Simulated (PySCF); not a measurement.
# C5H9NO (tert-Butyl isocyanate): the cost of one run

Programs: PySCF 2.14.0, with density-fitted response routines of our own. Each step states its level of theory. These are calculated values for one molecule, in the gas phase or a continuum, unless marked as measured. Atoms count from 0, in the outputs and in this text.

## 1. The starting structure

16 atoms, charge 0, multiplicity 1; geometry from: GFN2-xTB. The atoms were then displaced at random by about 0.01 Å, so the start is not that level's minimum.

Bonds of the start (Å): C0–C1 1.55, C1–C2 1.53, C1–C3 1.50, C1–N4 1.44, N4–C5 1.19, C5–O6 1.17, C0–H7 1.06, C0–H8 1.12, C0–H9 1.08, C2–H10 1.08, C2–H11 1.12, C2–H12 1.09, C3–H13 1.08, C3–H14 1.07, C3–H15 1.12.

## 2. Relaxing the molecule at PBE0-D3(BJ)/def2-SVP

Job settings and geometry (Å):

```
{"job": {"xc": "PBE0", "basis": "def2-SVP", "d3": "d3bj", "grid": 1, "shake": 0.01, "kind": "geom"}, "charge": 0, "multiplicity": 1}
C     -0.178900    -0.843270     1.242490
C     -0.079800    -0.031800    -0.070150
C     -0.152850     1.476070     0.199940
C     -1.141360    -0.433100    -1.052340
N      1.169430    -0.351280    -0.704540
C      2.349670    -0.330080    -0.597640
O      3.517900    -0.411560    -0.685930
H     -0.110130    -1.879260     1.036880
H     -1.160740    -0.607300     1.724980
H      0.590620    -0.540450     1.938940
H     -1.100020     1.734100     0.659740
H      0.665750     1.770810     0.901110
H     -0.039990     2.047100    -0.726160
H     -1.127180    -1.496550    -1.254510
H     -1.068900     0.098530    -1.982700
H     -2.152530    -0.204330    -0.619380
```

Started as:

```console
$ OMP_NUM_THREADS=1 python probes_run.py task.json out
```

This one command runs all jobs of the session in turn.

Q: Estimate the wall time and peak memory of this first job on 1 thread of Arm Neoverse V1, shared host.

About 40 s, with a peak of 0.68 GiB.
